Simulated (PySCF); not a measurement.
# CoH4S4: ligand-field states, part 2 of 2

PySCF 2.14.0. Atoms count from 0. The steps go on from the part before.

## Step 5: Ligand-field states: state-averaged CASSCF (bond length × 1.04)

The job: settings as JSON, then the geometry in Å.

```
{"job": {"kind": "lf", "basis": {"metal": "x2c-TZVPall", "ligand": "x2c-SVPall"}, "nevpt": true, "reuse": true}, "charge": 0, "metal": "Co", "open_shell": "d5"}
Co     0.000000     0.000000     0.000000
S      1.290955     1.290955     1.290956
H      0.501912     2.368674     1.435293
S     -1.290955    -1.290955     1.290956
H     -0.501912    -2.368674     1.435293
S     -1.290955     1.290955    -1.290956
H     -2.368674     0.501912    -1.435293
S      1.290955    -1.290955    -1.290956
H      2.368674    -0.501912    -1.435293
```

Method: state-averaged CASSCF of the metal d shell, SC-NEVPT2 on the averaged canonical orbitals, state-interaction spin-orbit coupling.

The log of the run:

```text
basis functions 140, electrons 95, active (5e, 5o)
start from the orbitals of the previous structure
stage 1: DIIS on the effective Fock matrix, level shift 0.30
cycle   1  E = -2984.4322713922  dE = -2.984e+03  max|g| = 4.605e+00
cycle   2  E = -2987.5884015356  dE = -3.156e+00  max|g| = 3.734e-01
cycle   3  E = -2987.7443324743  dE = -1.559e-01  max|g| = 1.628e-01
cycle   4  E = -2986.9618665844  dE =  7.825e-01  max|g| = 5.108e-01
cycle   5  E = -2986.3835126055  dE =  5.784e-01  max|g| = 8.935e-01
cycle   6  E = -2985.3022054065  dE =  1.081e+00  max|g| = 1.581e+00
cycle   7  E = -2984.4756285826  dE =  8.266e-01  max|g| = 1.961e+00
cycle   8  E = -2984.3078477195  dE =  1.678e-01  max|g| = 2.009e+00
cycle   9  E = -2984.1974880778  dE =  1.104e-01  max|g| = 2.044e+00
cycle  10  E = -2984.1221522121  dE =  7.534e-02  max|g| = 2.071e+00
cycle  11  E = -2984.1200151570  dE =  2.137e-03  max|g| = 2.068e+00
cycle  12  E = -2984.1893496276  dE = -6.933e-02  max|g| = 2.033e+00
cycle  13  E = -2984.2388216775  dE = -4.947e-02  max|g| = 1.993e+00
cycle  14  E = -2984.3924122082  dE = -1.536e-01  max|g| = 1.819e+00
cycle  15  E = -2986.6386655366  dE = -2.246e+00  max|g| = 9.551e-01
stage 2: quasi-Newton rotations from the point of smallest gradient
cycle  18  E = -2987.7670747071  dE = -2.274e-02  max|g| = 6.465e-02
cycle  19  E = -2987.7874513705  dE = -2.038e-02  max|g| = 2.698e-02
cycle  20  E = -2987.7886550136  dE = -1.204e-03  max|g| = 4.969e-03
cycle  21  E = -2987.7887433362  dE = -8.832e-05  max|g| = 1.102e-03
cycle  22  E = -2987.7887536571  dE = -1.032e-05  max|g| = 3.709e-04
cycle  23  E = -2987.7887556345  dE = -1.977e-06  max|g| = 4.495e-04
cycle  24  E = -2987.7887566198  dE = -9.853e-07  max|g| = 2.843e-04
cycle  25  E = -2987.7887570488  dE = -4.290e-07  max|g| = 1.269e-04
cycle  26  E = -2987.7887572157  dE = -1.669e-07  max|g| = 6.148e-05
cycle  27  E = -2987.7887572765  dE = -6.080e-08  max|g| = 4.420e-05
cycle  28  E = -2987.7887572962  dE = -1.974e-08  max|g| = 2.040e-05
cycle  29  E = -2987.7887573008  dE = -4.589e-09  max|g| = 1.024e-05
cycle  30  E = -2987.7887573015  dE = -6.989e-10  max|g| = 3.416e-06
converged average energy = -2987.7887573015

 mult deg   label        CASSCF/cm-1   NEVPT2/cm-1
   2   2   2E                  0.0           0.0
   2   1   2B             -48331.9      232019.0
   2   2   2E             -44834.6      240284.5
   2   1   2B              -6221.9      242022.6
   4   1   4A             -72327.2      243093.7
   4   2   4E             -67182.7      253158.0
   2   1   2B             -64382.4      259928.4
   4   1   4B             -71675.0      261800.3
   2   1   2A             -63009.3      265310.9
   4   2   4E             -75240.8      266422.8
   2   1   2A             -63556.4      267859.8
   6   1   6A             -97770.0      268455.8
   2   2   2E             -56210.7      271202.4
   2   1   2B             -60070.6      271738.0
   2   1   2B             -56519.9      271907.0
   2   1   2A             -58333.9      272504.9
   2   2   2E             -65955.3      273015.1
   2   1   2A             -59721.1      273868.2
   2   1   2A             -64501.5      274052.1
   2   1   2B             -68389.8      275324.9
   2   1   2B             -66261.3      275708.8
   4   2   4E             -80461.0      276624.3
   4   1   4A             -66909.5      276747.1
   2   2   2E             -64437.6      277171.5
   2   1   2B             -56741.2      277699.1
   4   1   4B             -80677.0      278396.9
   4   2   4E             -69870.2      278499.2
   2   2   2E             -64096.3      279028.9
   2   2   2E             -61179.8      279172.9
   4   1   4A             -78745.5      279699.8
   4   1   4B             -74266.8      282316.7
   2   2   2E             -54786.2      282625.6
   4   1   4A             -77475.2      282872.6
   2   1   2B             -19594.1      283064.0
   2   1   2A             -69396.1      283211.1
   2   2   2E             -70272.6      283236.0
   2   1   2A             -50852.4      283266.8
   2   1   2B             -70643.5      283794.4
   2   1   2A             -14964.5      284053.8
   2   1   2B             -63428.7      284234.0
   2   1   2A             -51101.6      284353.3
   2   2   2E             -51053.2      284419.7
   2   1   2B             -46987.6      285121.3
   2   1   2B             -59782.1      285433.1
   2   2   2E             -59069.6      285663.3
   4   1   4B             -67921.0      286006.9
   2   1   2A             -43284.1      286112.0
   2   1   2B             -46764.9      286945.4
   2   1   2A             -56862.2      286981.7
   2   1   2A             -67957.0      287039.8
   2   2   2E             -53006.9      288683.6
   2   1   2B             -37145.0      288711.0
   2   1   2A             -45989.1      289449.7
   4   2   4E             -58389.6      291144.5
   4   1   4A             -68788.0      291755.5
   4   1   4B             -51725.8      292263.6
   2   1   2B             -30510.3      294088.0
   2   2   2E             -26690.2      294166.7
   4   1   4A             -45374.0      294358.5
   2   2   2E             -48997.7      295503.0

spin-orbit levels / cm-1
      0.00  x2  2E 1.00
     88.78  x2  2E 1.00
 232051.07  x2  2B 1.00
 240302.68  x2  2E 1.00
 240314.90  x2  2E 0.99
 242055.27  x2  2B 1.00
 243122.06  x2  4A 1.00
 243139.82  x2  4A 0.99
 253130.79  x2  4E 1.00
 253174.78  x2  4E 1.00
 253212.48  x2  4E 1.00
 253246.27  x2  4E 1.00
 259936.48  x2  2B 1.00
 261818.74  x2  4B 1.00
 261824.66  x2  4B 1.00
 265315.32  x2  2A 0.99
 266338.13  x2  4E 0.95 6A 0.04
 266392.04  x2  4E 0.96 6A 0.03
 266403.93  x2  4E 0.96
 266464.31  x2  4E 0.99
 267912.38  x2  2A 0.97
 268539.17  x2  6A 0.98
 268556.20  x2  6A 0.97
 268591.42  x2  6A 0.95 4E 0.05
 271126.70  x2  2E 0.98
 271297.27  x2  2E 0.99
 271737.75  x2  2B 0.97
 271932.91  x2  2B 0.96
 272503.83  x2  2A 0.96
 272897.97  x2  2E 0.91 2A 0.03
```

Run time: 11 s. Hardware: 1 thread of Intel Xeon Platinum 8488C, shared host; peak memory 0.33 GiB.

Warnings kept with the result: an active orbital is not mainly the metal shell.

An active orbital is only 48 % metal, under the run's own bar for a metal shell, so levels, ζ, ground spin and magnetism of this run may not be those of the metal's shell and are not read here.

## Step 6: Ligand-field states: state-averaged CASSCF (bond length × 1.08)

The job: settings as JSON, then the geometry in Å.

```
{"job": {"kind": "lf", "basis": {"metal": "x2c-TZVPall", "ligand": "x2c-SVPall"}, "nevpt": true, "reuse": true}, "charge": 0, "metal": "Co", "open_shell": "d5"}
Co     0.000000     0.000000     0.000000
S      1.340607     1.340607     1.340608
H      0.551564     2.418326     1.484945
S     -1.340607    -1.340607     1.340608
H     -0.551564    -2.418326     1.484945
S     -1.340607     1.340607    -1.340608
H     -2.418326     0.551564    -1.484945
S      1.340607    -1.340607    -1.340608
H      2.418326    -0.551564    -1.484945
```

Level: state-averaged CASSCF of the metal d shell, SC-NEVPT2 on the averaged canonical orbitals, state-interaction spin-orbit coupling.

The log of the run:

```text
basis functions 140, electrons 95, active (5e, 5o)
start from the orbitals of the previous structure
stage 1: DIIS on the effective Fock matrix, level shift 0.30
cycle   1  E = -2987.1968696953  dE = -2.987e+03  max|g| = 1.919e+00
cycle   2  E = -2987.7401890152  dE = -5.433e-01  max|g| = 1.612e-01
cycle   3  E = -2987.3655414483  dE =  3.746e-01  max|g| = 4.546e-01
cycle   4  E = -2987.0556052119  dE =  3.099e-01  max|g| = 6.545e-01
cycle   5  E = -2986.6470772678  dE =  4.085e-01  max|g| = 8.650e-01
cycle   6  E = -2986.1095282867  dE =  5.375e-01  max|g| = 1.138e+00
cycle   7  E = -2985.7521861666  dE =  3.573e-01  max|g| = 1.357e+00
cycle   8  E = -2985.6938360988  dE =  5.835e-02  max|g| = 1.359e+00
cycle   9  E = -2985.1858187628  dE =  5.080e-01  max|g| = 1.506e+00
cycle  10  E = -2984.7854460781  dE =  4.004e-01  max|g| = 1.609e+00
cycle  11  E = -2984.6690839399  dE =  1.164e-01  max|g| = 1.632e+00
cycle  12  E = -2984.6985455576  dE = -2.946e-02  max|g| = 1.596e+00
cycle  13  E = -2984.9523715173  dE = -2.538e-01  max|g| = 1.497e+00
cycle  14  E = -2985.2714063748  dE = -3.190e-01  max|g| = 1.489e+00
cycle  15  E = -2986.5111759501  dE = -1.240e+00  max|g| = 7.793e-01
stage 2: quasi-Newton rotations from the point of smallest gradient
cycle  17  E = -2987.7524838225  dE = -1.229e-02  max|g| = 1.924e-01
cycle  18  E = -2987.7557372237  dE = -3.253e-03  max|g| = 1.614e-01
cycle  19  E = -2987.7798768347  dE = -2.414e-02  max|g| = 1.091e-02
cycle  20  E = -2987.7801936315  dE = -3.168e-04  max|g| = 2.882e-03
cycle  21  E = -2987.7802260138  dE = -3.238e-05  max|g| = 1.601e-03
cycle  22  E = -2987.7802316238  dE = -5.610e-06  max|g| = 3.251e-04
cycle  23  E = -2987.7802322290  dE = -6.052e-07  max|g| = 2.420e-04
cycle  24  E = -2987.7802325343  dE = -3.053e-07  max|g| = 1.641e-04
cycle  25  E = -2987.7802326512  dE = -1.169e-07  max|g| = 1.031e-04
cycle  26  E = -2987.7802327026  dE = -5.143e-08  max|g| = 3.961e-05
cycle  27  E = -2987.7802327159  dE = -1.331e-08  max|g| = 2.220e-05
cycle  28  E = -2987.7802327197  dE = -3.790e-09  max|g| = 1.639e-05
cycle  29  E = -2987.7802327207  dE = -9.695e-10  max|g| = 8.893e-06
converged average energy = -2987.7802327207

 mult deg   label        CASSCF/cm-1   NEVPT2/cm-1
   2   1   2B                  0.0           0.0
   2   1   2B             -37745.3      143028.8
   2   2   2E             -17888.6      161876.6
   4   2   4E             -61080.4      162754.8
   2   1   2B             -57745.3      163160.2
   4   1   4A             -62141.6      167180.6
   2   1   2B             -53274.9      173423.5
   4   1   4A             -66524.7      175262.1
   2   1   2A             -57339.5      175790.2
   2   1   2B             -14766.2      177965.6
   2   2   2E             -35865.7      178887.4
   2   1   2A             -54164.7      178936.0
   6   1   6A             -94535.1      180897.5
   2   1   2A             -11790.6      181174.3
   4   2   4E             -69791.3      181922.5
   2   1   2B             -49672.4      181991.5
   4   1   4B             -64763.7      183237.6
   4   2   4E             -65346.2      185841.4
   2   1   2A             -44842.2      186245.1
   4   1   4B             -64095.6      186781.2
   2   2   2E             -45951.7      186826.2
   2   1   2B             -61636.6      187097.8
   4   1   4B             -45853.7      188094.5
   2   2   2E             -60196.1      188340.4
   4   2   4E             -77381.1      188757.0
   2   2   2E             -54415.8      189106.1
   2   2   2E             -49356.5      190237.3
   4   1   4B             -77451.2      190721.4
   2   1   2A             -53419.0      190763.2
   2   2   2E             -59105.4      191002.0
   2   1   2A             -57872.9      191448.3
   2   1   2B             -18294.3      192433.2
   2   1   2B             -63469.1      192714.1
   2   1   2A             -59544.6      193098.0
   4   1   4A             -74113.9      193754.8
   4   1   4A             -75622.2      193861.0
   2   1   2B             -33616.1      193949.0
   2   2   2E             -56582.5      194319.9
   2   1   2A             -51738.6      194864.4
   2   1   2B             -41227.7      194986.1
   2   1   2A             -38874.7      194993.8
   4   1   4B             -70752.5      195203.7
   2   2   2E             -59882.3      195255.9
   2   2   2E             -48238.7      195645.1
   2   2   2E             -66980.2      196505.2
   2   1   2B             -25766.1      197581.5
   2   1   2A             -46449.8      197689.4
   2   1   2A             -41311.1      197721.6
   2   1   2B             -67557.7      197870.3
   4   1   4A             -42084.2      198558.8
   2   1   2A             -64456.5      198572.3
   2   1   2B             -42833.3      198967.6
   2   1   2B             -48949.3      200114.3
   4   2   4E             -53749.9      200401.9
   2   1   2A             -31327.9      200654.5
   2   1   2A             -65791.4      200796.5
   2   1   2B             -31536.7      200994.9
   2   1   2B             -55484.5      201357.1
   2   1   2A             -20591.8      201734.1
   2   1   2A             -52114.1      201794.4

spin-orbit levels / cm-1
      0.00  x2  2B 1.00
 143021.71  x2  2B 1.00
 161770.02  x2  2E 0.96
 161870.33  x2  2E 0.99
 162663.95  x2  4E 1.00
 162725.29  x2  4E 0.99
 162773.25  x2  4E 0.99
 162811.28  x2  4E 1.00
 163178.13  x2  2B 0.97
 167174.46  x2  4A 1.00
 167185.50  x2  4A 1.00
 173408.40  x2  2B 1.00
 175060.53  x2  4A 0.82 2A 0.17
 175228.21  x2  4A 0.99
 175894.82  x2  2A 0.82 4A 0.17
 177932.41  x2  2B 0.99
 178789.16  x2  2E 0.67 2A 0.33
 178896.44  x2  2E 0.99
 178972.64  x2  2A 0.66 2E 0.33
 180705.42  x2  6A 0.86 4E 0.14
 180792.78  x2  6A 0.90 4E 0.09
 180841.77  x2  6A 0.93 4E 0.06
 181163.74  x2  2A 0.97
 181831.56  x2  2B 0.53 4E 0.38 6A 0.07
 181932.44  x2  4E 0.96
 181966.61  x2  4E 0.85 6A 0.10
 182035.82  x2  4E 0.93 6A 0.04
 182130.10  x2  4E 0.49 2B 0.43 6A 0.06
 183224.35  x2  4B 0.98
 183250.12  x2  4B 0.96 4E 0.03
```

It took 10 s on 1 thread of Intel Xeon Platinum 8488C, shared host; peak memory 0.33 GiB.

Warnings kept with the result: an active orbital is not mainly the metal shell.

An active orbital is only 46 % metal, under the run's own bar for a metal shell, so levels, ζ, ground spin and magnetism of this run may not be those of the metal's shell and are not read here.

## Step 7: What came out

What follows sums up all 2 parts.

```
           quantity                          value
ligand-field states  no level gives a usable value
```

**Reading.** Steps 2, 3, 4, 5, 6 are set aside: its active space failed the test for the metal's shell.
